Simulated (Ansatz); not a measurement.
**SiAs− (triplet): the correlation ladder, aug-cc-pVTZ**

Aim: climb from Hartree-Fock through coupled cluster and multireference methods for SiAs− (triplet) at one geometry and basis, and see what each rung misses.

Computed with Ansatz 0.2.0, Gaussian basis. Level: aug-cc-pVTZ, core rule «outside noble gas», up to 19 orbitals frozen.

To be run: UHF; CCSD(T) on ROHF; CCSD(T) on UHF; BCCD(T) on ROHF; CCSDT(Q) on ROHF; CCSDT(Q) on UHF; CASSCF and MRCISD+Q, 10 electrons in 8 orbitals; CASSCF and NEVPT2, 10 electrons in 8 orbitals.

4 further runs of the same task are left out: 4 set aside as unsound or not needed. Runs told in other sessions of the task aren't counted.

**1. The geometry**

The geometry is a PBE0/def2-TZVPD stationary point (not a proven minimum) of the parent state, kept for this charge and spin. No spin-orbit coupling is included. The filled d shell of As may be among the frozen orbitals whatever the setting's name suggests.

2 atoms, charge -1, spin multiplicity 3.

Atoms are counted from 1 here; the program's logs count them from 0.

Bond lengths: Si1–As2 2.097 Å.

In the tables R marks a restricted open-shell determinant and U an unrestricted one; 'valence' is the active space of 10 electrons in 8 orbitals; energies count from the table's Hartree-Fock row.

**2. UHF**

Input file in.yaml:

```yaml
crystal:
  periodic: [false, false, false]
  atoms:
    - {symbol: Si, position_ang: [0.000000, 0.000000, 0.000000]}
    - {symbol: As, position_ang: [0.000000, 0.000000, 2.097000]}
basis:
  gaussian: {orbitals: aug-cc-pVTZ}
total_charge: -1
magnetization: {spin_polarized: true, initial_magnetization: 2}
hamiltonian: {xc: hf}
output: {orbitals: {seedname: orbitals}}
```

Command:

```sh
ansatz run in.yaml --threads 1 --pin off --events-out ev --progress --plain --max-ram 2560MiB --backend cpu
```

Log:

```text
Functional definition: HF
  name "HF"
  cite "Fock, Z. Phys. 61, 126 (1930) doi:10.1007/BF01340294"
  parent pbe
  exchange = exact_x
  correlation = 0
970 factors; their error is unknown
mean field evaluation 1: about -68654.8063 eV, gradient 9.6e0 eV
mean field evaluation 2: about -68655.8027 eV, gradient 5.9e0 eV
mean field evaluation 4: about -68656.0958 eV, gradient 7.4e-1 eV
mean field evaluation 8: about -68656.1237 eV, gradient 1.7e-1 eV
mean field evaluation 16: about -68657.5551 eV, gradient 1.3e-2 eV
mean field evaluation 32: about -68657.6048 eV, gradient 6.3e-1 eV
mean field evaluation 64: about -68658.3246 eV, gradient 1.1e-1 eV
mean field evaluation 96: about -68658.0125 eV, gradient 1.7e0 eV
mean field evaluation 128: about -68657.8003 eV, gradient 8.0e-1 eV
mean field evaluation 160: about -68657.8321 eV, gradient 1.4e-1 eV
mean field evaluation 192: about -68656.1162 eV, gradient 3.6e-1 eV
mean field evaluation 224: about -68657.5550 eV, gradient 1.3e-5 eV
mean field evaluation 256: about -68652.7319 eV, gradient 6.0e0 eV
mean field -68658.32830908 eV, -2523.1470270722 hartree, gradient 8.3e-6 eV, S^2 2.042358; 13 other end points of the search recorded, 0 dependent functions left out
reference -68658.32830908 eV, -2523.1470270722 hartree; 25, 23 occupied and 84, 86 virtual orbitals, 970 factors
Total energy: -68658.32830908 eV, -2523.1470270722 hartree
```

Wall time 27 s (1 thread of AMD EPYC 7R13, shared host); peak memory 0.37 GiB.

From the report: ⟨S²⟩ of the determinant 2.042 (pure triplet: 2.00).

**3. CCSD(T) on ROHF**

Changes to in.yaml since step 2:

```diff
@@ -8,4 +8,3 @@
 total_charge: -1
-magnetization: {spin_polarized: true, initial_magnetization: 2}
-hamiltonian: {xc: hf}
-output: {orbitals: {seedname: orbitals}}
+magnetization: {spin_polarized: false, initial_magnetization: 2}
+correlation: {method: ccsd_t, electrons: outside_noble_gas}
```

Command:

```sh
ansatz run in.yaml --threads 2 --pin off --events-out ev --progress --plain --max-ram 15360MiB --backend cuda --devices 0, --max-vram 18GiB
```

Log (excerpt; [...] marks lines left out):

```text
Functional definition: HF
  name "HF"
  cite "Fock, Z. Phys. 61, 126 (1930) doi:10.1007/BF01340294"
  parent pbe
[...]
667 factors; integrals over basis functions are off by at most 1.1e-3 eV
[...]
mean field -68658.08319663 eV, -2523.1380193557 hartree, gradient 2.6e-6 eV, S^2 2.000000; 25 other end points of the search recorded, 0 dependent functions left out
[...]
determinant -68658.08319663 eV, -2523.1380193557 hartree, with singles and doubles -68664.62385509 eV, -2523.3783841210 hartree
determinant -68657.63227236 eV, -2523.1214481948 hartree, with singles and doubles -68664.22243399 eV, -2523.3636321677 hartree
determinant -68657.31014749 eV, -2523.1096103239 hartree, with singles and doubles -68664.26799652 eV, -2523.3653065598 hartree
determinant -68656.79128888 eV, -2523.0905426218 hartree, with singles and doubles -68663.12535260 eV, -2523.3233151699 hartree
[...]
determinant -68654.59043396 eV, -2523.0096626951 hartree, with singles and doubles -68661.55867713 eV, -2523.2657409086 hartree
determinant -68658.08319663 eV, -2523.1380193557 hartree, with singles and doubles -68664.55695584 eV, -2523.3759256189 hartree
determinant -68657.63227236 eV, -2523.1214481948 hartree, with singles and doubles -68664.15406327 eV, -2523.3611195900 hartree
determinant -68657.31014749 eV, -2523.1096103239 hartree, with singles and doubles -68664.20166848 eV, -2523.3628690493 hartree
[...]
19 core orbitals not correlated: weight in the atoms' cores, before any rotation towards them, 1.000 or more for the frozen orbitals, at most 0.000 for the correlated occupied ones
reference -68658.08319663 eV, -2523.1380193557 hartree; 6, 4 occupied and 84, 86 virtual orbitals, 667 factors
second order -5.64226025 eV of doubles, -0.13193355 eV of singles
cycle   1  -6.47375848 eV  change    7.4e-7 eV  update   4.3e-6
perturbative correction -0.40305555 eV, -0.0148120182 hartree
Total energy: -68664.96001065 eV, -2523.3907376100 hartree
```

Run time: 18 s. Hardware: 1 × H100 (card shared with other runs) with 2 threads of AMD EPYC 7R13, shared host; peak host memory 0.82 GiB.

From the report: correlation -6.8768 eV; T1 0.026; largest double amplitude 0.07.

**4. CCSD(T) on UHF**

Changes to in.yaml since step 3:

```diff
@@ -8,3 +8,3 @@
 total_charge: -1
-magnetization: {spin_polarized: false, initial_magnetization: 2}
+magnetization: {spin_polarized: true, initial_magnetization: 2}
 correlation: {method: ccsd_t, electrons: outside_noble_gas}
```

Launched as before.

Log (excerpt; [...] marks lines left out):

```text
Functional definition: HF
  name "HF"
  cite "Fock, Z. Phys. 61, 126 (1930) doi:10.1007/BF01340294"
  parent pbe
[...]
667 factors; integrals over basis functions are off by at most 1.1e-3 eV
[...]
mean field -68658.32940034 eV, -2523.1470671752 hartree, gradient 1.7e-6 eV, S^2 2.042357; 33 other end points of the search recorded, 0 dependent functions left out
determinant -68658.32940034 eV, -2523.1470671752 hartree, with singles and doubles -68664.62387538 eV, -2523.3783848664 hartree
determinant -68657.81352161 eV, -2523.1281089817 hartree, with singles and doubles -68664.22920675 eV, -2523.3638810619 hartree
determinant -68657.63502567 eV, -2523.1215493767 hartree, with singles and doubles -68664.21319719 eV, -2523.3632927214 hartree
determinant -68657.56051224 eV, -2523.1188110589 hartree, with singles and doubles -68664.26828862 eV, -2523.3653172941 hartree
[...]
determinant -68657.81352161 eV, -2523.1281089817 hartree, with singles and doubles -68664.16488329 eV, -2523.3615172182 hartree
determinant -68657.63502567 eV, -2523.1215493767 hartree, with singles and doubles -68664.19015552 eV, -2523.3624459555 hartree
determinant -68657.56051224 eV, -2523.1188110589 hartree, with singles and doubles -68664.21270155 eV, -2523.3632745071 hartree
determinant -68657.55608097 eV, -2523.1186482125 hartree, with singles and doubles -68664.21908595 eV, -2523.3635091292 hartree
19 core orbitals not correlated: weight in the atoms' cores, before any rotation towards them, 1.000 or more for the frozen orbitals, at most 0.000 for the correlated occupied ones
reference -68658.32940034 eV, -2523.1470671752 hartree; 6, 4 occupied and 84, 86 virtual orbitals, 667 factors
second order -5.46667004 eV of doubles, -0.00000000 eV of singles
cycle   1  -6.23766193 eV  change    2.2e-7 eV  update   3.4e-6
perturbative correction -0.38952518 eV, -0.0143147865 hartree
Total energy: -68664.95658745 eV, -2523.3906118095 hartree
```

It took 44 s on 1 × H100 (card shared with other runs) with 2 threads of AMD EPYC 7R13, shared host; peak host memory 0.83 GiB.

From the report: ⟨S²⟩ of the determinant 2.042 (pure triplet: 2.00); correlation -6.6272 eV; T1 0.023; largest double amplitude 0.07.

**5. BCCD(T) on ROHF**

Changes to in.yaml since step 4:

```diff
@@ -8,3 +8,3 @@
 total_charge: -1
-magnetization: {spin_polarized: true, initial_magnetization: 2}
-correlation: {method: ccsd_t, electrons: outside_noble_gas}
+magnetization: {spin_polarized: false, initial_magnetization: 2}
+correlation: {method: bccd_t, electrons: outside_noble_gas}
```

Launched as before.

Log (excerpt; [...] marks lines left out):

```text
Functional definition: HF
  name "HF"
  cite "Fock, Z. Phys. 61, 126 (1930) doi:10.1007/BF01340294"
  parent pbe
[...]
667 factors; integrals over basis functions are off by at most 1.1e-3 eV
[...]
mean field -68658.08319663 eV, -2523.1380193557 hartree, gradient 2.6e-6 eV, S^2 2.000000; 25 other end points of the search recorded, 0 dependent functions left out
[...]
determinant -68658.08319663 eV, -2523.1380193557 hartree, with singles and doubles -68664.62385509 eV, -2523.3783841210 hartree
determinant -68657.63227236 eV, -2523.1214481948 hartree, with singles and doubles -68664.22243399 eV, -2523.3636321677 hartree
determinant -68657.31014749 eV, -2523.1096103239 hartree, with singles and doubles -68664.26799652 eV, -2523.3653065598 hartree
determinant -68656.79128888 eV, -2523.0905426218 hartree, with singles and doubles -68663.12535260 eV, -2523.3233151699 hartree
[...]
determinant -68658.08319663 eV, -2523.1380193557 hartree, with singles and doubles -68664.55695584 eV, -2523.3759256189 hartree
determinant -68657.63227236 eV, -2523.1214481948 hartree, with singles and doubles -68664.15406327 eV, -2523.3611195900 hartree
determinant -68657.31014749 eV, -2523.1096103239 hartree, with singles and doubles -68664.20166848 eV, -2523.3628690493 hartree
[...]
19 core orbitals not correlated: weight in the atoms' cores, before any rotation towards them, 1.000 or more for the frozen orbitals, at most 0.000 for the correlated occupied ones
reference -68658.08319663 eV, -2523.1380193557 hartree; 6, 4 occupied and 84, 86 virtual orbitals, 667 factors
second order -5.64226025 eV of doubles, -0.13193355 eV of singles
cycle   1  -6.47221505 eV  change    1.5e-3 eV  update   1.0e-2
[...]
cycle  10  -6.46929121 eV  change    2.5e-6 eV  update   6.1e-6
perturbative correction -0.40431335 eV, -0.0148582417 hartree
Total energy: -68664.95680119 eV, -2523.3906196643 hartree
```

It took 28 s on 1 × H100 (card shared with other runs) with 2 threads of AMD EPYC 7R13, shared host; peak host memory 0.82 GiB.

From the report: correlation -6.8736 eV; largest double amplitude 0.07.

**6. CCSDT(Q) on ROHF**

Changes to in.yaml since step 5:

```diff
@@ -9,2 +9,2 @@
 magnetization: {spin_polarized: false, initial_magnetization: 2}
-correlation: {method: bccd_t, electrons: outside_noble_gas}
+correlation: {method: ccsdt_q, electrons: outside_noble_gas}
```

Same command.

Log (excerpt; [...] marks lines left out):

```text
Functional definition: HF
  name "HF"
  cite "Fock, Z. Phys. 61, 126 (1930) doi:10.1007/BF01340294"
  parent pbe
[...]
1177 factors; integrals over basis functions are off by at most 1.7e-7 eV
[...]
mean field -68658.08320145 eV, -2523.1380195330 hartree, gradient 1.4e-6 eV, S^2 2.000000; 28 other end points of the search recorded, 0 dependent functions left out
[...]
determinant -68658.08320145 eV, -2523.1380195330 hartree, with singles and doubles -68664.62538042 eV, -2523.3784401757 hartree
determinant -68657.63227730 eV, -2523.1214483762 hartree, with singles and doubles -68664.22309912 eV, -2523.3636566107 hartree
determinant -68657.31015276 eV, -2523.1096105175 hartree, with singles and doubles -68664.27076433 eV, -2523.3654082747 hartree
determinant -68656.79130915 eV, -2523.0905433666 hartree, with singles and doubles -68663.12715186 eV, -2523.3233812915 hartree
[...]
determinant -68658.08320145 eV, -2523.1380195330 hartree, with singles and doubles -68664.55695004 eV, -2523.3759254055 hartree
determinant -68657.63227730 eV, -2523.1214483762 hartree, with singles and doubles -68664.15405802 eV, -2523.3611193969 hartree
determinant -68657.31015276 eV, -2523.1096105175 hartree, with singles and doubles -68664.20166541 eV, -2523.3628689363 hartree
19 core orbitals not correlated: weight in the atoms' cores, before any rotation towards them, 1.000 or more for the frozen orbitals, at most 0.000 for the correlated occupied ones
reference -68658.08320145 eV, -2523.1380195330 hartree; 6, 4 occupied and 84, 86 virtual orbitals, 1177 factors
second order -5.64227172 eV of doubles, -0.13193352 eV of singles
cycle   1  -6.22366092 eV  change   -4.5e-1 eV  update   1.0e-1
[...]
cycle  32  -6.99885506 eV  change    1.5e-7 eV  update   5.3e-7
perturbative correction -0.10048871 eV, -0.0036928918 hartree
Total energy: -68665.18254522 eV, -2523.3989156043 hartree
```

It took 43 s on 1 × H100 (card shared with other runs) with 2 threads of AMD EPYC 7R13, shared host; peak host memory 1.1 GiB.

From the report: correlation -7.0993 eV; T1 0.028; largest double amplitude 0.33.

**7. CCSDT(Q) on UHF**

Changes to in.yaml since step 6:

```diff
@@ -8,3 +8,3 @@
 total_charge: -1
-magnetization: {spin_polarized: false, initial_magnetization: 2}
+magnetization: {spin_polarized: true, initial_magnetization: 2}
 correlation: {method: ccsdt_q, electrons: outside_noble_gas}
```

Same command.

Log (excerpt; [...] marks lines left out):

```text
Functional definition: HF
  name "HF"
  cite "Fock, Z. Phys. 61, 126 (1930) doi:10.1007/BF01340294"
  parent pbe
[...]
1177 factors; integrals over basis functions are off by at most 1.7e-7 eV
[...]
mean field -68658.32940522 eV, -2523.1470673547 hartree, gradient 2.3e-6 eV, S^2 2.042357; 35 other end points of the search recorded, 0 dependent functions left out
determinant -68658.32940522 eV, -2523.1470673547 hartree, with singles and doubles -68664.62554782 eV, -2523.3784463275 hartree
determinant -68657.81352668 eV, -2523.1281091678 hartree, with singles and doubles -68664.23044622 eV, -2523.3639266115 hartree
determinant -68657.63503096 eV, -2523.1215495714 hartree, with singles and doubles -68664.21406897 eV, -2523.3633247586 hartree
determinant -68657.56051781 eV, -2523.1188112635 hartree, with singles and doubles -68664.26955157 eV, -2523.3653637065 hartree
[...]
determinant -68657.63503096 eV, -2523.1215495714 hartree, with singles and doubles -68664.19015253 eV, -2523.3624458459 hartree
determinant -68657.56051781 eV, -2523.1188112635 hartree, with singles and doubles -68664.21269850 eV, -2523.3632743949 hartree
determinant -68657.55608652 eV, -2523.1186484167 hartree, with singles and doubles -68664.21908258 eV, -2523.3635090055 hartree
19 core orbitals not correlated: weight in the atoms' cores, before any rotation towards them, 1.000 or more for the frozen orbitals, at most 0.000 for the correlated occupied ones
reference -68658.32940522 eV, -2523.1470673547 hartree; 6, 4 occupied and 84, 86 virtual orbitals, 1177 factors
second order -5.46668117 eV of doubles, -0.00000000 eV of singles
cycle   1  -5.95009951 eV  change   -4.8e-1 eV  update   1.0e-1
[...]
cycle  40  -6.74676211 eV  change   -3.4e-7 eV  update   1.5e-7
perturbative correction -0.09295164 eV, -0.0034159097 hartree
Total energy: -68665.16911897 eV, -2523.3984221988 hartree
```

Run time: 33 s. Hardware: 1 × H100 (card shared with other runs) with 2 threads of AMD EPYC 7R13, shared host; peak host memory 1 GiB.

From the report: ⟨S²⟩ of the determinant 2.042 (pure triplet: 2.00); correlation -6.8397 eV; T1 0.026; largest double amplitude 0.29.

**8. CASSCF and MRCISD+Q, 10 electrons in 8 orbitals**

Input file in.yaml:

```yaml
crystal:
  periodic: [false, false, false]
  atoms:
    - {symbol: Si, position_ang: [0.000000, 0.000000, 0.000000]}
    - {symbol: As, position_ang: [0.000000, 0.000000, 2.097000]}
basis:
  gaussian: {orbitals: aug-cc-pVTZ}
total_charge: -1
magnetization: {spin_polarized: false, initial_magnetization: 2}
correlation: {method: fic_mrcisd_q, electrons: outside_noble_gas, active_space: {window: {electrons: 10, orbitals: 8}, shells: [{species: As, l: s, shell: 4}, {species: As, l: p, shell: 4}, {species: Si, l: s, shell: 3}, {species: Si, l: p, shell: 3}]}}
```

Same command.

Log (excerpt; [...] marks lines left out):

```text
Functional definition: HF
  name "HF"
  cite "Fock, Z. Phys. 61, 126 (1930) doi:10.1007/BF01340294"
  parent pbe
[...]
1177 factors; integrals over basis functions are off by at most 1.7e-7 eV
[...]
mean field -68658.08320145 eV, -2523.1380195330 hartree, gradient 1.4e-6 eV, S^2 2.000000; 19 other end points of the search recorded, 0 dependent functions left out
reference -68658.08320145 eV, -2523.1380195330 hartree; 25, 23 occupied and 84, 86 virtual orbitals, 1177 factors
state -68659.23642373 eV, -2523.1803996702 hartree
contracted CI cycle   1: correlation 0.00000000 eV, 0.0000000000 hartree, residual 1.69e1 eV
contracted CI cycle   2: correlation -4.98775150 eV, -0.1832964868 hartree, residual 3.05e0 eV
contracted CI cycle   3: correlation -5.18495918 eV, -0.1905437353 hartree, residual 6.65e-1 eV
contracted CI cycle   4: correlation -5.19369213 eV, -0.1908646653 hartree, residual 1.60e-1 eV
contracted CI cycle   5: correlation -5.19420080 eV, -0.1908833587 hartree, residual 3.85e-2 eV
contracted CI cycle   6: correlation -5.19423129 eV, -0.1908844791 hartree, residual 9.57e-3 eV
contracted CI cycle   7: correlation -5.19423309 eV, -0.1908845452 hartree, residual 2.32e-3 eV
contracted CI cycle   8: correlation -5.19423319 eV, -0.1908845490 hartree, residual 5.72e-4 eV
state -68659.23642373 eV, -2523.1803996702 hartree; corrected -68665.05288025 eV, -2523.3941505048 hartree
Total energy: -68665.05288025 eV, -2523.3941505048 hartree
Checks for a lower state left out: starts, orbital_swaps
```

It took 11 s on 1 × H100 (card shared with other runs) with 2 threads of AMD EPYC 7R13, shared host; peak host memory 0.87 GiB.

From the report: 792 determinants; active occupations 2.00, 1.99, 1.97, 1.46, 1.46, 0.54, 0.54, 0.03.

**9. CASSCF and NEVPT2, 10 electrons in 8 orbitals**

Input file in.yaml:

```yaml
crystal:
  periodic: [false, false, false]
  atoms:
    - {symbol: Si, position_ang: [0.000000, 0.000000, 0.000000]}
    - {symbol: As, position_ang: [0.000000, 0.000000, 2.097000]}
basis:
  gaussian: {orbitals: aug-cc-pVTZ}
total_charge: -1
magnetization: {spin_polarized: false, initial_magnetization: 2}
correlation: {method: sc_nevpt2, electrons: outside_noble_gas, active_space: {window: {electrons: 10, orbitals: 8}, shells: [{species: As, l: s, shell: 4}, {species: As, l: p, shell: 4}, {species: Si, l: s, shell: 3}, {species: Si, l: p, shell: 3}]}}
```

Same command.

Log (excerpt; [...] marks lines left out):

```text
Functional definition: HF
  name "HF"
  cite "Fock, Z. Phys. 61, 126 (1930) doi:10.1007/BF01340294"
  parent pbe
[...]
1177 factors; integrals over basis functions are off by at most 1.7e-7 eV
[...]
mean field -68658.08320145 eV, -2523.1380195330 hartree, gradient 1.4e-6 eV, S^2 2.000000; 19 other end points of the search recorded, 0 dependent functions left out
reference -68658.08320145 eV, -2523.1380195330 hartree; 25, 23 occupied and 84, 86 virtual orbitals, 1177 factors
state -68659.23642373 eV, -2523.1803996702 hartree
state -68659.23642373 eV, -2523.1803996702 hartree; corrected -68663.85413382 eV, -2523.3500973859 hartree
Total energy: -68663.85413382 eV, -2523.3500973859 hartree
Checks for a lower state left out: starts, orbital_swaps
```

Run time: 12 s. Hardware: 1 × H100 (card shared with other runs) with 2 threads of AMD EPYC 7R13, shared host; peak host memory 0.82 GiB.

From the report: 792 determinants; active occupations 2.00, 1.99, 1.97, 1.46, 1.46, 0.54, 0.54, 0.03.

**10. How many determinants matter**

Natural occupations of the CASSCF valence state about the gap (report; correlated orbitals 1 to 8): 1.996, 1.986, 1.975, 1.463, 1.463, 0.543, 0.543, 0.031. The count of effectively unpaired electrons, Σ n²(2 − n)², is 2.49; a single determinant of this spin has 2.

**11. All levels against the top one**

No level here is safe as a reference; RCCSDT(Q) serves as a yardstick only. Rows without a time are mean-field rows or come out of runs for another level: lower rungs of the coupled-cluster runs, CASSCF and MRCISD of the multireference runs, or the Hartree-Fock search.

Differences are taken before rounding.

```
          method  energy from the lowest ROHF (meV)  from RCCSDT(Q) (meV)  time
             ROHF                               0.0               +7099.3      
             UHF                            -246.2               +6853.1      
            RMP2                           -5774.2               +1325.2      
            UMP2                           -5712.9               +1386.5      
           RCCSD                           -6473.8                +625.6      
           UCCSD                           -6483.9                +615.5      
        RCCSD(T)                           -6876.8                +222.5  18 s
        UCCSD(T)                           -6873.4                +226.0  44 s
         BCCD(T)                           -6873.6                +225.7  28 s
          RCCSDT                           -6998.9                +100.5      
          UCCSDT                           -6993.0                +106.4      
       RCCSDT(Q)                           -7099.3                     0  43 s
       UCCSDT(Q)                           -7085.9                 +13.4  33 s
  CASSCF valence                           -1153.2               +5946.1      
  NEVPT2 valence                           -5770.9               +1328.4  12 s
  MRCISD valence                           -6347.5                +751.9      
MRCISD+Q valence                           -6969.7                +129.7  11 s
```

Among the levels timed on like hardware and quicker than the yardstick, those that no quicker one beats, quickest first: MRCISD+Q valence (11 s, +129.7 meV); UCCSDT(Q) (33 s, +13.4 meV).

**12. Outcome**

| quantity | value |
| --- | --- |
| RCCSDT(Q) from the ROHF energy | -7.0993 eV |
| RMP2 from RCCSDT(Q) | +1325.2 meV |
| UMP2 from RCCSDT(Q) | +1386.5 meV |
| RCCSD from RCCSDT(Q) | +625.6 meV |
| RCCSD(T) from RCCSDT(Q) | +222.5 meV |
| UCCSD(T) from RCCSDT(Q) | +226.0 meV |
| UCCSDT(Q) from RCCSDT(Q) | +13.4 meV |
| NEVPT2 valence from RCCSDT(Q) | +1328.4 meV |
| MRCISD+Q valence from RCCSDT(Q) | +129.7 meV |
| T1 diagnostic | 0.026 |
| effectively unpaired electrons | 2.49 |

RCCSD(T) lands +222.5 meV from the yardstick (3.1 % of the correlation energy). The occupations show static correlation (2.49 effectively unpaired electrons where one determinant has 2).
